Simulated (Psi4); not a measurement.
# quartet SnH2F: levels of theory compared

We compute a comparison of 5 runs (UHF/STO-3G, UHF/3-21G, U-wB97X-V/def2-TZVPP, UDSD-PBEP86/def2-TZVPP, UMP3/def2-TZVPP) of quartet SnH2F. 

The calculation is run with Psi4 1.11.

1 further run of the same task is left out (set aside as unsound or not needed).

**1. The system as given**

SnH2F has 4 atoms, charge 0, and is taken as a quartet. SMILES of the parent species: `[F][SnH2]`. The coordinates come from a PBE0-D4/def2-TZVP relaxation. That shape belongs to the parent species and isn't relaxed for this state.

Bond lengths: F1–Sn2 1.932 Å, Sn2–H3 1.726 Å, Sn2–H4 1.726 Å. Angles: F1–Sn2–H3 103.3°, F1–Sn2–H4 103.3°, H3–Sn2–H4 113.3°.

**2. Energy and forces at UHF/STO-3G (run 1)**

Input file input.in:

```
memory 2.2 GB

molecule mol {
  0 4
  F     -1.552600    -0.190000     0.640700
  Sn     0.028300    -0.242200    -0.468300
  H      1.184100    -1.054400     0.524100
  H      0.395700     1.426200    -0.716700
  symmetry c1
}

set globals {
  basis         STO-3G
  reference     uhf
  puream        true
  e_convergence 1e-09
  d_convergence 1e-08
  scf_type      pk
  maxiter       100
}

e_tot, wfn = gradient("hf", return_wfn=True)
print_variables()
```

Run with:

```sh
$ psi4 -i input.in -o input.out -n 1
```

input.out:

```text
[...]
  Running in c1 symmetry.
[...]
  Nuclear repulsion =  157.420770853070195
[...]
  Multiplicity = 4
[...]
  Nalpha       = 32
  Nbeta        = 29
[...]
    Number of basis functions: 34
[...]
   @UHF iter   1: -6061.97970537823949   -2.97423e+00   1.19514e-02 DIIS/ADIIS
[...]
   @UHF iter  15: -6062.22338047908306   -1.81899e-12   3.48622e-09 DIIS
[...]
   @S^2 Observed:                3.760841320E+00
[...]
    Orbital Energies [Eh]
    ---------------------
    Alpha Occupied:
       1A   -1029.765603     2A   -153.400061     3A   -145.229803
       4A   -145.229331     5A   -145.228509     6A    -29.482070
       7A    -26.465430     8A    -26.464517     9A    -26.462904
      10A    -26.144721    11A    -18.065662    12A    -18.065328
      13A    -18.064783    14A    -18.063953    15A    -18.063874
      16A     -4.710058    17A     -3.466922    18A     -3.463998
      19A     -3.458292    20A     -1.676493    21A     -0.809722
      22A     -0.789908    23A     -0.782146    24A     -0.782034
      25A     -0.778915    26A     -0.755098    27A     -0.701484
      28A     -0.661149    29A     -0.478345    30A     -0.339191
      31A     -0.208527    32A     -0.008067
[...]
  @UHF Final Energy: -6062.22338047908306
   => Energetics <=
    Nuclear Repulsion Energy =            157.4207708530701950
    One-Electron Energy =               -8704.8109946208805923
    Two-Electron Energy =                2485.1668432887277049
    Total Energy =                      -6062.2233804790830618
  UHF NO Occupations:
  HONO-2 :   30  A 1.0000000
  HONO-1 :   31  A 1.0000000
[...]
 Multipole Moments:
 ------------------------------------------------------------------------------------
     Multipole            Electronic (a.u.)      Nuclear  (a.u.)        Total (a.u.)
 ------------------------------------------------------------------------------------
 L = 1.  Multiply by 2.5417464519 to convert [e a0] to [Debye]
 Dipole X            :         -0.2268136           -0.6954581           -0.9222717
 Dipole Y            :         -1.1988507            0.9886506           -0.2102000
 Dipole Z            :         -2.2529247            2.4187411            0.1658164
 Magnitude           :                                                    0.9603459
[...]
  -Total Gradient:
     Atom            X                  Y                   Z
    ------   -----------------  -----------------  -----------------
       1        0.166087802426    -0.006551953040    -0.118652942170
       2       -0.198227652975    -0.009283404388     0.107395153615
       3        0.024356534210    -0.018141521741     0.018664220835
       4        0.007783316327     0.033976879154    -0.007406432267
[...]
```

It took 1.2 s on 1 thread of AMD EPYC 9R45 (Zen 5), shared host; peak memory 0.19 GiB.

**3. The energy at UHF/3-21G (run 2)**

Input file input.in:

```
memory 2200 mb

molecule {
  0 4
  F     -1.552600    -0.190000     0.640700
  Sn     0.028300    -0.242200    -0.468300
  H      1.184100    -1.054400     0.524100
  H      0.395700     1.426200    -0.716700
  units angstrom
  symmetry c1
}

set {
  basis 3-21G
  reference uhf
  puream true
  e_convergence 1e-09
  d_convergence 1e-08
  scf_type pk
  maxiter 100
}

result = energy("scf")
```

Run with:

```sh
$ psi4 input.in input.out -n 1
```

input.out:

```text
[...]
  Running in c1 symmetry.
[...]
  Nuclear repulsion =  157.420770853070195
[...]
  Multiplicity = 4
[...]
  Nalpha       = 32
  Nbeta        = 29
[...]
    Number of basis functions: 44
[...]
   @UHF iter   1: -6095.80238042616929   -3.32606e+00   1.24281e-02 ADIIS/DIIS
[...]
   @UHF iter  22: -6096.05136874402706    4.54747e-12   6.05684e-09 DIIS
[...]
   @S^2 Observed:                3.804640720E+00
[...]
    Orbital Energies [Eh]
    ---------------------
    Alpha Occupied:
       1A   -1034.902615     2A   -156.247343     3A   -145.392862
       4A   -145.392564     5A   -145.392430     6A    -31.558505
       7A    -26.934246     8A    -26.933596     9A    -26.931652
      10A    -26.122485    11A    -19.099964    12A    -19.099949
      13A    -19.098230    14A    -19.097752    15A    -19.097339
      16A     -5.577423    17A     -3.963553    18A     -3.961279
      19A     -3.954722    20A     -1.556885    21A     -1.452912
      22A     -1.449922    23A     -1.441560    24A     -1.437715
      25A     -1.422224    26A     -0.740274    27A     -0.641910
      28A     -0.627724    29A     -0.598008    30A     -0.584425
      31A     -0.366464    32A     -0.149679
[...]
  @UHF Final Energy: -6096.05136874402706
   => Energetics <=
    Nuclear Repulsion Energy =            157.4207708530701950
    One-Electron Energy =               -8726.3039821752026910
    Two-Electron Energy =                2472.8318425781053520
    Total Energy =                      -6096.0513687440270587
  UHF NO Occupations:
  HONO-2 :   30  A 1.0000000
  HONO-1 :   31  A 1.0000000
[...]
 Multipole Moments:
 ------------------------------------------------------------------------------------
     Multipole            Electronic (a.u.)      Nuclear  (a.u.)        Total (a.u.)
 ------------------------------------------------------------------------------------
 L = 1.  Multiply by 2.5417464519 to convert [e a0] to [Debye]
 Dipole X            :          1.5188646           -0.6954581            0.8234065
 Dipole Y            :         -0.7228378            0.9886506            0.2658128
 Dipole Z            :         -2.4131334            2.4187411            0.0056077
 Magnitude           :                                                    0.8652665
[...]
```

It took 0.9 s on 1 thread of AMD EPYC 9R45 (Zen 5), shared host; peak memory 0.19 GiB.

Runs 3 to 4 aren't shown in full; the table further down has their settings and results.

**4. A single-point energy at UMP3/def2-TZVPP (core potential) (run 5)**

Input file fh2sn.dat:

```
memory 2200 mb

molecule mol {
  0 4
  F     -1.552600    -0.190000     0.640700
  Sn     0.028300    -0.242200    -0.468300
  H      1.184100    -1.054400     0.524100
  H      0.395700     1.426200    -0.716700
  symmetry c1
  no_reorient
  no_com
}

set {
  reference       uhf
  puream          true
  e_convergence   1e-09
  d_convergence   1e-08
  scf_type        pk
  num_frozen_docc 5
  maxiter         100
  mp_type         conv
}

e_tot, wfn = energy('mp3/def2-TZVPP', return_wfn=True)
```

Run with:

```sh
$ psi4 -i fh2sn.dat -o fh2sn.out -n 1
```

fh2sn.out:

```text
[...]
    !!!  WARNING: ECP capability is in beta. Please check occupations closely.  !!!
[...]
  Running in c1 symmetry.
[...]
  Nuclear repulsion =   71.224961374238049
[...]
  Multiplicity = 4
[...]
  Nalpha       = 18
  Nbeta        = 15
[...]
    Number of basis functions: 109
[...]
 WARNING: Atomic UHF is not converging! Try casting from a smaller basis or call Rob at CCMST.
   -------------------------
[...]
   @UHF iter   1:  -313.59908882939072   -1.58762e+00   5.39575e-03 ADIIS/DIIS
[...]
   @UHF iter  26:  -313.75097661861548   -1.30740e-11   5.65571e-09 DIIS
[...]
   @S^2 Observed:                3.803025750E+00
[...]
    Orbital Energies [Eh]
    ---------------------
    Alpha Occupied:
       1A    -26.220328     2A     -5.912829     3A     -4.106163
       4A     -4.102075     5A     -4.095229     6A     -1.519762
       7A     -1.378751     8A     -1.375639     9A     -1.364882
      10A     -1.359660    11A     -1.352503    12A     -0.772575
      13A     -0.642623    14A     -0.620689    15A     -0.583735
      16A     -0.575664    17A     -0.393422    18A     -0.179907
    Alpha Virtual:
      19A      0.074787    20A      0.079332    21A      0.145984
      22A      0.150374    23A      0.198402    24A      0.229287
      25A      0.262326    26A      0.265232    27A      0.291213
[...]
  @UHF Final Energy:  -313.75097661861548
   => Energetics <=
    Nuclear Repulsion Energy =             71.2249613742380490
    One-Electron Energy =                -658.4538452056495998
    Two-Electron Energy =                 273.4779072127960262
    Total Energy =                       -313.7509766186154820
  UHF NO Occupations:
  HONO-2 :   16  A 1.0000000
  HONO-1 :   17  A 1.0000000
[...]
 Multipole Moments:
 ------------------------------------------------------------------------------------
     Multipole            Electronic (a.u.)      Nuclear  (a.u.)        Total (a.u.)
 ------------------------------------------------------------------------------------
 L = 1.  Multiply by 2.5417464519 to convert [e a0] to [Debye]
 Dipole X            :         23.3037679          -22.2439662            1.0598017
 Dipole Y            :         12.8538110          -12.5980482            0.2557628
 Dipole Z            :          8.7752999           -8.9363259           -0.1610260
 Magnitude           :                                                    1.1020542
[...]
	SCS-MP2 Total Energy (a.u.)        :  -314.27221845629020
	SOS-MP2 Total Energy (a.u.)        :  -314.25231731633556
[...]
	SOS-PI-MP2 Total Energy (a.u.)     :  -314.29088198539097
[...]
	MP2 Total Energy (a.u.)            :  -314.31202073619943
[...]
	SCS-MP3 Total Energy (a.u.)        :  -314.26907473775384
[...]
	MP3 Total Energy (a.u.)            :  -314.29944586205403
[...]
```

It took 20 s on 1 thread of AMD EPYC 9R45 (Zen 5), shared host; peak memory 1.4 GiB.

**5. The series**

| run | level | task | core potential | energy (Eh) | dipole moment (D) | HOMO energy (eV) | LUMO energy (eV) | wall time |
| --- | --- | --- | --- | --- | --- | --- | --- | --- |
| 1 | UHF/STO-3G | gradient | none | -6062.223380 | 2.44 | -0.22 | 6.20 | 1.2 s |
| 2 | UHF/3-21G | energy | none | -6096.051369 | 2.20 | -4.07 | -4.06 | 0.9 s |
| 3 | U-wB97X-V/def2-TZVPP (core potential) | energy | def2 | -315.066710 | 2.09 | -4.84 | – | 43 s |
| 4 | UDSD-PBEP86/def2-TZVPP (core potential, density fitting for correlation) | energy | def2 | -314.644181 | – | -4.31 | – | 17 s |
| 5 | UMP3/def2-TZVPP (core potential) | energy | def2 | -314.299446 | – | -4.90 | -3.88 | 20 s |

**6. Results**

| quantity | value |
| --- | --- |
| run 5: total energy | -314.29945 Eh |
| run 5: HOMO energy (Hartree–Fock orbitals) (highest over α and β) | -4.90 eV |
| run 5: LUMO energy (Hartree–Fock orbitals) (lowest over α and β) | -3.88 eV |
| run 5: correlation energy (5 core orbitals frozen) | -548.5 mEh |
| run 5: ⟨S²⟩ of the reference determinant | 3.803 |

Over runs 1, 2, 3 the dipole moment (its size) runs from 2.09 D (U-wB97X-V/def2-TZVPP) to 2.44 D (UHF/STO-3G). The two ends differ in method and basis and core potential. The two dipoles point in opposite directions. Totals of different functionals can't be ranked against each other. Some runs of one species differ in core potentials or relativity; totals across that change don't compare. In run 1 the basis is minimal, so the values are rough. In runs 1, 2 relativity is left out where basis or elements ask for it. All runs together took 82 s, the longest 43 s.
